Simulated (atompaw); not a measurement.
# Ga: generating and testing a PAW (atompaw) potential

Do these settings give a usable potential? It is generated, then checked for scattering, ghosts and hardness.

The numbers are computed with atompaw 4.2.0.5 (LDA (PW92), scalar-relativistic, spin-unpolarised reference atom).

### Step 1. The design

Typed settings, in words:

| Property | Result |
| --- | --- |
| element | gallium (Ga, Z = 31) |
| type | PAW |
| frozen core | [Ar] |
| valence charge | 13 |
| reference configuration | 3d10 4s2 4p1 |
| partial waves | 4s (bound): rc 1.80 bohr; 4s channel at -0.15 Ry: rc 2.20 bohr; 4p (bound): rc 2.20 bohr; 4p channel at 2.55 Ry: rc 2.20 bohr; 3d (bound): rc 0.85 bohr; 3d channel at -1.05 Ry: rc 0.85 bohr |
| local potential | bessel scheme, radius 1.85 bohr |
| core correction | smooth core density matched at 1.55 bohr |
| augmentation charge | sinc compensation charge, radius 1.85 bohr; PAW radius 2.20 bohr; waves and projectors: custom polynom vanderbiltortho |

The outer shells as boxes (Hund's rule for the drawing; the calculation is spin-unpolarised):

```
[Ar] core
3d [↑↓][↑↓][↑↓][↑↓][↑↓]
4s [↑↓]
4p [↑ ][  ][  ]
```

### Step 2. Generating the potential

File Ga.input:

```
Ga 31
LDA-PW scalarrelativistic loggrid 1500 logderivrange -3 5 201
4 4 3 0 0 0
4 1 1
0 0 0
c
c
c
v
c
c
v
v
2
2.20 1.85 1.85 1.55
y
-0.15
n
y
2.55
n
y
-1.05
n
custom polynom vanderbiltortho sinc
bessel
1.80
2.20
2.20
2.20
0.85
0.85
PWSCFOUT
UPFDX 0.0125d0 UPFXMIN -7.d0 UPFZMESH 31.d0
END
```

Started as:

```sh
atompaw < Ga.input > Ga.log
```

**Question.** What will these runs give? Wanted: cutoffs for 10 and 1 mRy, occupied levels; bound ghosts; largest phase difference near zero energy, channels read; lowest eigenvalue of the overlap; share of valence orbitals outside the PAW sphere; UPF file.

**Answer**, as computed:

```
                                                quantity                     value
               cutoffs for 10 and 1 mRy, occupied levels    230 Ry and over 300 Ry
                                            bound ghosts                none found
largest phase difference near zero energy, channels read                 0.001 rad
         lowest eigenvalue of the overlap (Bessel basis)                 0.010 (s)
        share of valence orbitals outside the PAW sphere  4s 49 %, 4p 77 %, 3d 1 %
                                                UPF file                   written
```

**Reading.** The potential is very hard: the looser tolerance needs 230 Ry. The tighter tolerance needs over 300 Ry, and converged work needs a cutoff nearer that. The slowest occupied level is 3d: taken alone it needs 230 Ry to come within 1 mRy, against 15 Ry for 4s. The Bessel-basis test finds no level below the valence levels. Near zero energy the phases of the channels with partial waves agree within 0.001 rad. These are tests on the free atom; a crystal test is still owed.
